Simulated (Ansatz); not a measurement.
# BiN (WC type): a single-point run

The task is a single-point run on BiN (WC type). The structure is shown as the input types it.

Program: Ansatz 0.2.0. Level of theory: DFT PBE, scalar-relativistic, plane waves, PAW. These are calculated values, not measurements.

1 further run of the same task is left out (it didn't finish). Runs told in other sessions of the task aren't counted.

### 1 The structure to begin with

Symmetry: P-6m2, No. 187, hexagonal system. The conventional cell has a = 3.489 Å, b = 3.489 Å, c = 3.265 Å, α = 90.00°, β = 90.00°, γ = 120.00°. Bi (site symmetry -6m2) is surrounded by 6 N at 2.59 Å. N (site symmetry -6m2) is surrounded by 6 Bi at 2.59 Å.

Coordinates:

```xyz
2
Lattice="3.4894 0.0000 0.0000 -1.7447 3.0219 0.0000 0.0000 0.0000 3.2652" Properties=species:S:1:pos:R:3 pbc="T T T"
Bi    0.0000    0.0000    0.0000
N     1.7447    1.0073    1.6326
```

### 2 The run

Input file input.yaml:

```yaml
crystal:
  lattice:
    - [3.4893699739, 2.886765065519e-11, 0.0]
    - [-1.744684986975, 3.021883040586, 0.0]
    - [0.0, 0.0, 3.2651770091]
  atoms:
    - { symbol: Bi, position: [-3.700743415525e-17, 0.0, 0.0] }
    - { symbol: "N", position: [0.6666666666667, 0.3333333333333, 0.5] }
basis:
  ecutwfc: 420
  ecutrho_ratio: 4
kpoints:
  mp_grid: { grid: [12, 12, 10] }
hamiltonian:
  xc: pbe
scf:
  max_iter: 50
output:
  forces: true
  stress: true
```

Started as:

```
$ ansatz run input.yaml --threads 2 --pin off --max-ram 2662MiB --backend cpu --events-out ev --progress --plain --runs-dir out
```

Q: Will this input give a usable result? If not, why, and what should change?

The program refused the input before any cycle. It says: «`scf.occupations.method` is required: fixed only where the cell keeps a band gap throughout the run, explicit beside scf.occupations.values (under evaluate: without them) ...»

Look at the input: scf.occupations.method is missing; scf.occupations.width is missing. A required setting is missing, and the program won't guess it.

Remedy: set scf.occupations.method to gaussian and scf.occupations.width to 0.05.
